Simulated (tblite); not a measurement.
# C8H11BS: the cost of one run

Computed with tblite 0.8.0 and PySCF 2.14.0, with density-fitted response routines of our own, on a single molecule in the gas phase. Atoms are numbered from 0 throughout.

## (1) The molecule as given

21 atoms, charge 0, multiplicity 1; geometry from: force field or distance geometry start.

Bonds of the start (Å): C0–C1 1.35, C1–C2 1.39, C2–C3 1.41, C3–B4 1.57, B4–C5 1.60, B4–C6 1.60, C3–S7 1.68, S7–C8 1.68, C8–C9 1.33, C8–C1 1.40, C0–H10 1.09, C0–H11 1.07, C2–H12 1.08, C5–H13 1.11, C5–H14 1.11, C5–H15 1.10, C6–H16 1.11, C6–H17 1.10, C6–H18 1.12, C9–H19 1.09, C9–H20 1.08.

## (2) Geometry optimisation with GFN2-xTB

What the job is given:

```
{"job": {"kind": "relax", "xc": "GFN2-xTB", "basis": "xTB"}, "charge": 0, "multiplicity": 1}
C      2.827800    -1.504500    -0.186500
C      1.857200    -0.568500    -0.080800
C      0.505100    -0.910300    -0.110700
C     -0.353200     0.195400     0.012700
B     -1.923700     0.151300     0.022700
C     -2.694400    -1.234700    -0.160800
C     -2.745900     1.510500     0.179200
S      0.592900     1.576300     0.198700
C      2.085500     0.801200     0.101700
C      3.242300     1.448500     0.186500
H      2.557700    -2.547500    -0.317500
H      3.866400    -1.256000    -0.151900
H      0.130300    -1.919400    -0.230600
H     -2.403500    -1.918400     0.666500
H     -3.791300    -1.071900    -0.138200
H     -2.408500    -1.692900    -1.114900
H     -3.836800     1.312600     0.160400
H     -2.488000     2.196600    -0.642200
H     -2.489200     1.981800     1.159700
H      3.269200     2.525400     0.322000
H      4.191100     0.941700     0.123400
```

Started as:

```sh
$ OMP_NUM_THREADS=1 python probes_run.py task.json out
```

The driver reads the jobs from task.json and runs them one after another.

**Question.** How long does this first job take on 1 thread of Intel Xeon at 2.50GHz, shared host?

About 1.1 s.
